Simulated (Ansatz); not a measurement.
## BrH (charge +1): a ladder of basis sets, step by step

With the Ansatz DFT code, driven from Python.

Notebook, run cell by cell (the value of a cell's last expression is shown):

**Cell 1**
```python
import ansatz as az
from ase import Atoms

params = {
    "functional": "HF",
    "net_charge": 1,
}
```

**Cell 2**
```python
atoms = Atoms(["H", "Br"], positions=[
    [0.0, 0.0, 0.0],
    [0.0, 0.0, 1.535],
])
molecule = az.Crystal.molecule_from_ase(atoms)
```

**Cell 3**
```python
setup = molecule.calculation()
setup = setup.functional(params["functional"])
setup = setup.charge(params["net_charge"])
setup = setup.spin("collinear", total=1)

energies = {}
for basis in ["cc-pVDZ", "cc-pVTZ", "cc-pVQZ"]:
    report = setup.basis(gaussian=basis).run(threads=1, backend="cpu").report
    size = report["n_frozen"] + report["n_occupied"][0] + report["n_virtual"][0]
    energies[basis] = (report["reference_energy_ev"] / 27.211386246, report["free_energy_ev"] / 27.211386246)
    print(f"{basis:14s} {size:4d} orbitals  reference {energies[basis][0]:14.6f} Ha  total {energies[basis][1]:14.6f} Ha")
```
Output:
```text
cc-pVDZ          32 orbitals  reference   -2572.573007 Ha  total   -2572.573007 Ha
cc-pVTZ          57 orbitals  reference   -2572.652650 Ha  total   -2572.652650 Ha
cc-pVQZ          98 orbitals  reference   -2572.656006 Ha  total   -2572.656006 Ha
```

**Cell 4**
```python
last = energies["cc-pVQZ"][1]
for basis, (_, total) in energies.items():
    print(f"{basis:14s} lies {27.211386 * (total - last):9.4f} eV above cc-pVQZ")
```
Output:
```text
cc-pVDZ        lies    2.2585 eV above cc-pVQZ
cc-pVTZ        lies    0.0913 eV above cc-pVQZ
cc-pVQZ        lies    0.0000 eV above cc-pVQZ
```

Against cc-pVDZ: cc-pVTZ -79.6 mHa and cc-pVQZ -83.0 mHa. The last step alone is -3.36 mHa.

Caveats:
- The drop along the ladder measures the basis error, and is no property of the molecule.
- The geometry is a force-field or estimated start, not a minimum of this method, and the last set is no limit. Much of the fall in a total is atomic energy, which cancels in bond and reaction energies.
- The species is open-shell (spin multiplicity 2).
- Timing: 1.7 s on 1 thread of Arm Neoverse V2, with other jobs on the host, peak memory 0.22 GiB.

(Lines on the test bed's own set-up are left out of the output.)
